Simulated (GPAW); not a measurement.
This GPAW 26.7.0 run on SiO needs a look.

The input run.py:

```python
from ase import Atoms
from ase.dft.bandgap import bandgap
from ase.io import write
from ase.units import GPa
from gpaw import GPAW, PW

atoms = Atoms(['Si', 'O'],
              cell=[[2.6385518, 0.0, 0.0],
                    [0.0, 2.6385518, 0.0],
                    [0.0, 0.0, 3.1767428701]],
              scaled_positions=[[0.0, 0.0, 0.0],
                                [0.5, 0.5, 0.5]],
              pbc=True)

calc = GPAW(mode=PW(100),
            xc='PBE',
            kpts={'size': (9, 9, 9), 'gamma': True},
            occupations={'name': 'fermi-dirac', 'width': 0.05},
            nbands=13,
            convergence={'density': 1e-05, 'energy': 1e-05},
            maxiter=80,
            txt='gpaw.txt')
atoms.calc = calc
energy = atoms.get_potential_energy()
forces = atoms.get_forces()
stress = atoms.get_stress()
calc.write('gs.gpw')
write('result.traj', atoms)
print(f'Energy: {energy:.6f} eV')
print('Forces (eV/A):')
print(forces.round(4))
print('Stress (GPa):', (stress / GPa).round(3))
print('Fermi level:', round(calc.get_fermi_level(), 4), 'eV')
print(f'Gap: {bandgap(calc)[0]:.4f} eV, direct: {bandgap(calc, direct=True)[0]:.4f} eV')
```

Potentials or basis: GPAW PAW data sets (gpaw-data 1.2.1), pw.

The run is started by

```bash
$ OMP_NUM_THREADS=1 python run.py
```

gpaw.txt:

```text
__  _  _
 | _ |_)|_||  |
 |__||  | ||/\| - 26.7.0

Input parameters:
  mode=PW(ecut=100.0),
  convergence={'density': 1e-05, 'energy': 1e-05},
  kpts=MonkhorstPack(size=(9, 9, 9), gamma=True),
  maxiter=80,
  nbands=13,
  occupations=Occupations(name='fermi-dirac', width=0.05),
  xc=XC(name='PBE')

Diagonalizing LCAO Hamiltonian
Converting LCAO to pw mode
   .-----.
  /|     |
 * |     |
 | | O   |
 | .-----.
 |/     /
 Si----*

Atoms  # Å, Bohr magnetons
|   | symbol |        x |        y |        z |    initial magnetic moments |
|---|--------|----------|----------|----------|-----------------------------|
| 0 |     Si | 0.000000 | 0.000000 | 0.000000 | ( 0.0000,  0.0000,  0.0000) |
| 1 |      O | 1.319276 | 1.319276 | 1.588371 | ( 0.0000,  0.0000,  0.0000) |

Unit cell  # Å
| periodic |        x |        y |        z |  lengths |    angles |
|----------|----------|----------|----------|----------|-----------|
[... 156 lines left out ...]
|---------|-|-------------|-------|-------|
|iter:   1| |   21.533537 | +0.19 |       |
|iter:   2| |   26.248386 | -2.99 | -0.34 |
|iter:   3| |   47.026993 | -1.12 | -0.38 |
|iter:   4| |   47.490685 | -2.80 | -0.81 |
|iter:   5| |   47.579177 | -3.52 | -1.31 |
|iter:   6| |   47.582724 | -4.93 | -1.83 |
|iter:   7| |   47.583303 | -6.29 | -2.67 |
|iter:   8| |   47.583372 | -8.00c| -3.50 |
|iter:   9| |   47.583392c| -7.66c| -4.13 |
|iter:  10| |   47.583393c| -8.88c| -4.96 |
|iter:  11| |   47.583393c|-10.63c| -6.31c|

Converged in 11 steps
Energy contributions relative to reference atoms: (reference = -9927.196551)

Energy contributions:
  Kinetic:        -161.206508
  Coulomb:         198.463994
  Zero:              0.709742
  External:          0.000000
  Xc:                9.618720
  Entropy:          -0.005111
  Spinorbit:         0.000000
  ----------------------------
  Free energy:      47.580838
  Extrapolated:     47.583393

dipole moment: (-5.829586, -5.829586, -7.018660)  # |e|*Ang

Fermi level: 10.752
[... 20 lines left out ...]
Forces  # eV/Ang
|        x |       y |       z |
|----------|---------|---------|
| -0.00000 | 0.00000 | 0.00000 |  # Si   0
|  0.00000 | 0.00000 | 0.00000 |  # O    1

Stress tensor  # eV/Ang^3
|        x |        y |        z |
|----------|----------|----------|
| 1.375818 | 0.000000 | 0.000000 |
| 0.000000 | 1.375818 | 0.000000 |
| 0.000000 | 0.000000 | 1.407516 |

# Writing to gs.gpw (mode='')
```

On the terminal:

```text
Energy: 47.583393 eV
Forces (eV/A):
[[-0.  0.  0.]
 [ 0.  0.  0.]]
Stress (GPa): [220.43  220.43  225.509   0.      0.      0.   ]
Fermi level: 10.7522 eV
[... 2 lines left out ...]
```

Question: How did it end, and where is the flaw?

Answer: The calculation finished and met its thresholds. The input holds a flaw that was put in on purpose: plane-wave cutoff far too low (mode = PW(100)). The program doesn't stop on it, so the numbers can't be trusted though the run ends normally.
